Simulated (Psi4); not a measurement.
**HF/cc-pVDZ run of CH2FNOSi (SMILES O=C=N[SiH2]F)**

What is the energy change on altering one bond length of CH2FNOSi at HF/cc-pVDZ? 

The results are computed with Psi4 1.11.

### Step 1. The system as given

The species is CH2FNOSi (7 atoms), meant as a singlet with charge 0. SMILES: `O=C=N[SiH2]F`. The coordinates come from a PBE0-D4/def2-TZVP relaxation. This is one conformer, not always the lowest.

Bond lengths: O1–C2 1.162 Å, C2–N3 1.195 Å, N3–Si4 1.694 Å, Si4–F5 1.591 Å, Si4–H6 1.475 Å, Si4–H7 1.475 Å. Angles: O1–C2–N3 178.4°, C2–N3–Si4 166.0°, N3–Si4–F5 109.2°, N3–Si4–H6 109.0°, N3–Si4–H7 109.0°, F5–Si4–H6 108.2°, F5–Si4–H7 108.2°, H6–Si4–H7 113.2°.

### Step 2. Energy and gradient at HF/cc-pVDZ

job.json

```json
{
  "schema_name": "qcschema_input",
  "schema_version": 1,
  "molecule": {
    "schema_name": "qcschema_molecule",
    "schema_version": 2,
    "symbols": ["O", "C", "N", "Si", "F", "H", "H"],
    "geometry": [-1.08432485, -5.49532357, -1.04312882, -0.57995695, -3.4334434, -0.48395886, -0.0359048, -1.33452459, 0.14380816, 0.40081091, 1.82982181, 0.35696926, -0.79406292, 3.15773235, -2.0616912, -0.92653272, 2.77846432, 2.61689274, 3.13562256, 2.36896067, 0.38493721],
    "molecular_charge": 0,
    "molecular_multiplicity": 1,
    "fix_symmetry": "c1"
  },
  "driver": "gradient",
  "model": {
    "method": "scf",
    "basis": "cc-pVDZ"
  },
  "keywords": {
    "reference": "rhf",
    "puream": true,
    "e_convergence": 1e-09,
    "d_convergence": 1e-08,
    "scf_type": "pk"
  }
}
```

Started as:

```sh
psi4 --qcschema job.json -n 1 --memory 2200MB
```

stdout, shortened:

```text
[...]
  Running in c1 symmetry.
[...]
  Nuclear repulsion =  204.922898997471236
[...]
  Multiplicity = 1
[...]
  Nalpha       = 23
  Nbeta        = 23
[...]
    Number of basis functions: 84
[...]
   @RHF iter   1:  -556.73002327822201   -9.62406e-01   6.12054e-03 ADIIS/DIIS
[...]
   @RHF iter  12:  -556.83380828564100   -6.82121e-12   7.42673e-09 DIIS
[...]
    Orbital Energies [Eh]
    ---------------------
    Doubly Occupied:
       1A    -68.877613     2A    -26.299999     3A    -20.624332
       4A    -15.592339     5A    -11.430737     6A     -6.217618
       7A     -4.326185     8A     -4.324386     9A     -4.322968
      10A     -1.603411    11A     -1.480337    12A     -1.268176
      13A     -0.862818    14A     -0.746218    15A     -0.721338
      16A     -0.681847    17A     -0.681445    18A     -0.658914
      19A     -0.652967    20A     -0.588933    21A     -0.524211
      22A     -0.467974    23A     -0.447376
[...]
  @RHF Final Energy:  -556.83380828564100
   => Energetics <=
    Nuclear Repulsion Energy =            204.9228989974712363
    One-Electron Energy =               -1176.7091282005992525
    Two-Electron Energy =                 414.9524209174869611
    Total Energy =                       -556.8338082856409983
[...]
 Multipole Moments:
 ------------------------------------------------------------------------------------
     Multipole            Electronic (a.u.)      Nuclear  (a.u.)        Total (a.u.)
 ------------------------------------------------------------------------------------
 L = 1.  Multiply by 2.5417464519 to convert [e a0] to [Debye]
 Dipole X            :         -1.2872384            1.6411834            0.3539450
 Dipole Y            :         -0.7408500            1.1609442            0.4200941
 Dipole Z            :         -2.2099846            2.7787097            0.5687251
 Magnitude           :                                                    0.7906987
[...]
  -Total Gradient:
     Atom            X                  Y                   Z
    ------   -----------------  -----------------  -----------------
       1       -0.008139874423    -0.033210446223    -0.009026026855
       2        0.003224723324     0.013672704044     0.003447980426
       3        0.007189258897     0.033523165814     0.007130789919
       4       -0.013870901052    -0.001449769491    -0.024877946356
       5        0.010710578183    -0.011757640613     0.021647681333
       6       -0.000742802395    -0.000272469623     0.001481112225
       7        0.001629017466    -0.000505543903     0.000196409311
[...]
```

The result, in JSON:

```text
{
 "driver": "gradient",
 "model": {
  "method": "scf",
  "basis": "cc-pVDZ"
 },
 "success": true,
 "return_result": [-0.008139874423385318, -0.03321044622327052, -0.00902602685532189, 0.0032247233241694123, 0.013672704044010525, 0.0034479804257819546, 0.007189258897033396, 0.033523165813669986, 0.007130789918879776, -0.013870901052228109, -0.0014497694906551797, -0.02487794635596173, 0.010710578182817551, -0.011757640612967551, 0.02164768133340389, -0.000742802395387071, -0.0002724696226284462, 0.0014811122245132202, 0.001629017466158289, -0.0005055439029241909, 0.00019640931102916145],
 "properties": {
  "calcinfo_nbasis": 84,
  "calcinfo_nmo": 84,
  "calcinfo_nalpha": 23,
  "calcinfo_nbeta": 23,
  "calcinfo_natom": 7,
  "nuclear_repulsion_energy": 204.92289899747124,
  "return_energy": -556.833808285641,
  "return_gradient": [-0.008139874423385318, -0.03321044622327052, -0.00902602685532189, 0.0032247233241694123, 0.013672704044010525, 0.0034479804257819546, 0.007189258897033396, 0.033523165813669986, 0.007130789918879776, -0.013870901052228109, -0.0014497694906551797, -0.02487794635596173, 0.010710578182817551, -0.011757640612967551, 0.02164768133340389, -0.000742802395387071, -0.0002724696226284462, 0.0014811122245132202, 0.001629017466158289, -0.0005055439029241909, 0.00019640931102916145],
  "scf_one_electron_energy": -1176.7091282005993,
  "scf_two_electron_energy": 414.95242091748696,
  "scf_dipole_moment": [0.35394500457139166, 0.42009413935573603, 0.5687250846192189],
  "scf_total_energy": -556.833808285641,
  "scf_total_gradient": [-0.008139874423385318, -0.03321044622327052, -0.00902602685532189, 0.0032247233241694123, 0.013672704044010525, 0.0034479804257819546, 0.007189258897033396, 0.033523165813669986, 0.007130789918879776, -0.013870901052228109, -0.0014497694906551797, -0.02487794635596173, 0.010710578182817551, -0.011757640612967551, 0.02164768133340389, -0.000742802395387071, -0.0002724696226284462, 0.0014811122245132202, 0.001629017466158289, -0.0005055439029241909, 0.00019640931102916145],
  "scf_iterations": 12
 }
}
```

It took 13 s on 1 thread of Intel Xeon 6975P-C (Granite Rapids), shared host; peak memory 0.35 GiB.

### Step 3. The distorted shape at the same level

job.py

```python
import psi4

psi4.set_memory(2200000000)
psi4.set_num_threads(1)
psi4.core.set_output_file('run.log', False)

molecule = psi4.geometry("""
0 1
O     -0.707253    -3.453564    -0.699954
C     -0.306900    -1.816900    -0.256100
N     -0.019000    -0.706200     0.076100
Si     0.212100     0.968300     0.188900
F     -0.420200     1.671000    -1.091000
H     -0.490300     1.470300     1.384800
H      1.659300     1.253600     0.203700
symmetry c1
no_reorient
no_com
""")

psi4.set_options({
    'reference': 'rhf',
    'puream': True,
    'e_convergence': 1e-09,
    'd_convergence': 1e-08,
    'scf_type': 'pk',
})

e_tot, wfn = psi4.gradient('scf/cc-pVDZ', return_wfn=True)
psi4.oeprop(wfn, 'WIBERG_LOWDIN_INDICES', 'LOWDIN_CHARGES', 'MULLIKEN_CHARGES')
print('gradient / Eh bohr^-1')
print(e_tot.np.round(6))
print(f'energy = {wfn.energy():.10f} Eh')
for k, v in sorted(psi4.core.scalar_variables().items()):
    print(f'{k:45s} {v:18.10f}')
```

Started as:

```sh
python job.py
```

run.log, shortened:

```text
[...]
  Running in c1 symmetry.
[...]
  Nuclear repulsion =  192.249728400742271
[...]
  Multiplicity = 1
[...]
  Nalpha       = 23
  Nbeta        = 23
[...]
    Number of basis functions: 84
[...]
   @RHF iter   1:  -556.34941898478689   -1.44905e+00   8.39551e-03 ADIIS/DIIS
[...]
   @RHF iter  16:  -556.64506132851295   -4.20641e-12   6.83108e-09 DIIS
[...]
  @RHF Final Energy:  -556.64506132851295
   => Energetics <=
    Nuclear Repulsion Energy =            192.2497284007422707
    One-Electron Energy =               -1151.3230066104549678
    Two-Electron Energy =                 402.4282168811997735
    Total Energy =                       -556.6450613285129521
[...]
 Multipole Moments:
 ------------------------------------------------------------------------------------
     Multipole            Electronic (a.u.)      Nuclear  (a.u.)        Total (a.u.)
 ------------------------------------------------------------------------------------
 L = 1.  Multiply by 2.5417464519 to convert [e a0] to [Debye]
 Dipole X            :         14.3566590          -13.7493147            0.6073443
 Dipole Y            :         24.4582353          -22.9681320            1.4901034
 Dipole Z            :         23.8769359          -23.0346881            0.8422478
 Magnitude           :                                                    1.8162204
[...]
  -Total Gradient:
     Atom            X                  Y                   Z
    ------   -----------------  -----------------  -----------------
       1       -0.024252005383    -0.098903023773    -0.026925533212
       2        0.001573334402     0.015339246202    -0.000028040710
       3        0.029312063867     0.119862291797     0.032446585024
       4       -0.018301572553    -0.034837684267    -0.026901313866
       5        0.009789345548    -0.006604198420     0.019021182439
       6       -0.000522525687     0.002702438966     0.001984802448
       7        0.002401359807     0.002440929498     0.000402317878
[...]
```

On the terminal:

```text
gradient / Eh bohr^-1
[[-2.42520e-02 -9.89030e-02 -2.69260e-02]
 [ 1.57300e-03  1.53390e-02 -2.80000e-05]
 [ 2.93120e-02  1.19862e-01  3.24470e-02]
 [-1.83020e-02 -3.48380e-02 -2.69010e-02]
 [ 9.78900e-03 -6.60400e-03  1.90210e-02]
 [-5.23000e-04  2.70200e-03  1.98500e-03]
 [ 2.40100e-03  2.44100e-03  4.02000e-04]]
energy = -556.6450613285 Eh
CURRENT ENERGY                                   -556.6450613285
CURRENT REFERENCE ENERGY                         -556.6450613285
DD SOLVATION ENERGY                                 0.0000000000
HF KINETIC ENERGY                                 556.0846684338
HF POTENTIAL ENERGY                             -1112.7297297623
HF TOTAL ENERGY                                  -556.6450613285
HF VIRIAL RATIO                                     2.0010077474
NUCLEAR REPULSION ENERGY                          192.2497284007
ONE-ELECTRON ENERGY                             -1151.3230066105
PCM POLARIZATION ENERGY                             0.0000000000
PE ENERGY                                           0.0000000000
SCF ITERATION ENERGY                             -556.6450613285
SCF ITERATIONS                                     16.0000000000
SCF TOTAL ENERGY                                 -556.6450613285
TWO-ELECTRON ENERGY                               402.4282168812
```

Wall time 14 s (1 thread of Intel Xeon 6975P-C (Granite Rapids), shared host); peak memory 0.36 GiB.

### Step 4. Summary of results

At HF/cc-pVDZ:

| quantity | value |
| --- | --- |
| first shape: total energy | -556.83381 Eh |
| first shape: dipole moment | 2.01 D |
| first shape: HOMO energy | -12.17 eV |
| first shape: LUMO energy | 3.72 eV |
| first shape: HOMO–LUMO gap | 15.89 eV |
| first shape: largest force on an atom | 1.819 eV/Å |
| distorted shape: total energy | -556.64506 Eh |
| distorted shape: dipole moment | 4.62 D |
| distorted shape: HOMO energy | -12.64 eV |
| distorted shape: LUMO energy | 2.29 eV |
| distorted shape: HOMO–LUMO gap | 14.94 eV |
| distorted shape: largest force on an atom | 6.561 eV/Å |
| energy change with the O1–C2 bond stretched from 1.162 to 1.742 Å | 5.136 eV |

In words: With the O1–C2 bond stretched from 1.162 to 1.742 Å the energy rises by 5.14 eV (496 kJ/mol). The first shape isn't relaxed at this level, so the change isn't measured from a minimum. The largest force (first shape) is 1.82 eV/Å: the shape isn't a stationary point for this species at this level.
